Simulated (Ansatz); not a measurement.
# C2H4B2: vertical ionisation energy

The task here is to estimate one member of a computed series from the others.

Program: Ansatz 0.2.0, Gaussian basis. Level of theory: unrestricted cation, the program's frozen cores in correlated methods. These are calculated values, not measurements.

The runs, in order: UKS PBE-D4/def2-TZVPP; UKS r2SCAN-D4/def2-TZVPP; UKS PBE0-D4/def2-TZVPP; UKS B3LYP-D4/def2-TZVPP; UKS wB97X-V/def2-TZVPP; UKS wB97M-V/def2-TZVPP; UKS B2PLYP/def2-TZVPP; UHF-CCSD(T)/def2-TZVPP; UHF-MP2/def2-QZVPP; extrapolation to the limit; then −ε(HOMO) from the neutral's earlier runs with LDA (SPW92), PBE-D4, revPBE-D4, BLYP-D4, r2SCAN-D4, B97M-V, PBE0-D4, B3LYP-D4, r2SCANh-D4, r2SCAN0-D4, HSE06-D4, BHLYP-D4, CAM-B3LYP-D4, LC-ωPBE, ωB97X-V, ωB97M-V.

## The geometry

The geometry comes from an earlier relaxation with PBE0-D4 in a triple-zeta def2 set; it is a stationary point, not always the lowest conformer.

SMILES `BC1=CB1`, 8 atoms, charge 0, spin multiplicity 1.

Atoms are counted from 1 here; the program's logs count them from 0.

Bond lengths: B1–C2 1.457 Å, B1–H5 1.195 Å, B1–H6 1.195 Å, C2–C3 1.335 Å, C2–B4 1.557 Å, C3–B4 1.444 Å, C3–H7 1.078 Å, B4–H8 1.178 Å. Angles: C2–B1–H5 119.1°, C2–B1–H6 119.1°, H5–B1–H6 121.7°, B1–C2–C3 150.5°, B1–C2–B4 91.2°, C3–C2–B4 59.3°, C2–C3–B4 68.0°, C2–C3–H7 136.2°, B4–C3–H7 155.8°, C2–B4–C3 52.7°, C2–B4–H8 152.6°, C3–B4–H8 154.7°.

Set-up of the first run:

in.yaml reads:

```yaml
crystal:
  periodic: [false, false, false]
  atoms:
    - {symbol: B, position_ang: [-0.474757, 1.182965, -0.207844]}
    - {symbol: C, position_ang: [0.378019, 0.277180, 0.549828]}
    - {symbol: C, position_ang: [0.880681, -0.941767, 0.761406]}
    - {symbol: B, position_ang: [-0.024042, -0.917648, -0.364129]}
    - {symbol: H, position_ang: [-0.011328, 1.781327, -1.132634]}
    - {symbol: H, position_ang: [-1.606541, 1.343876, 0.140338]}
    - {symbol: H, position_ang: [1.563964, -1.390780, 1.463489]}
    - {symbol: H, position_ang: [-0.613796, -1.392253, -1.266254]}
basis:
  gaussian: {orbitals: def2-TZVPP}
total_charge: 1
magnetization: {spin_polarized: true, initial_magnetization: 1}
hamiltonian: {xc: pbe, dispersion: d4}
```

The run is started by

```console
ansatz run in.yaml --threads 2 --pin off --events-out ev --progress --plain --max-ram 4352MiB
```

Among the steps run: Cation, UKS PBE-D4/def2-TZVPP; Cation, UKS r2SCAN-D4/def2-TZVPP; Cation, UKS PBE0-D4/def2-TZVPP; Cation, UKS B3LYP-D4/def2-TZVPP; Cation, UKS wB97X-V/def2-TZVPP; Cation, UKS wB97M-V/def2-TZVPP; Cation, UKS B2PLYP (frozen core)/def2-TZVPP; Cation, UHF-CCSD(T)/def2-TZVPP; Cation, UHF-MP2/def2-QZVPP.

One of the session's tables, all rows but one given; the rest of the session is left out.

For comparison, −ε(HOMO) of the neutral from earlier runs:

| functional | −ε(HOMO) (eV) |
| --- | --- |
| LDA (SPW92) | 7.00 |
| PBE-D4 | ? |
| revPBE-D4 | 6.78 |
| BLYP-D4 | 6.67 |
| r2SCAN-D4 | 7.01 |
| B97M-V | 7.08 |
| PBE0-D4 | 7.97 |
| B3LYP-D4 | 7.74 |
| r2SCANh-D4 | 7.43 |
| r2SCAN0-D4 | 8.08 |
| HSE06-D4 | 7.57 |
| BHLYP-D4 | 8.96 |
| CAM-B3LYP-D4 | 9.28 |
| LC-ωPBE | 10.65 |
| ωB97X-V | 10.26 |
| ωB97M-V | 10.15 |

Estimate the missing values for PBE-D4.

The run gave: −ε(HOMO) (eV): 6.84. In the column «−ε(HOMO) (eV)» it lies between revPBE-D4 (6.78) and LDA (SPW92) (7.00).
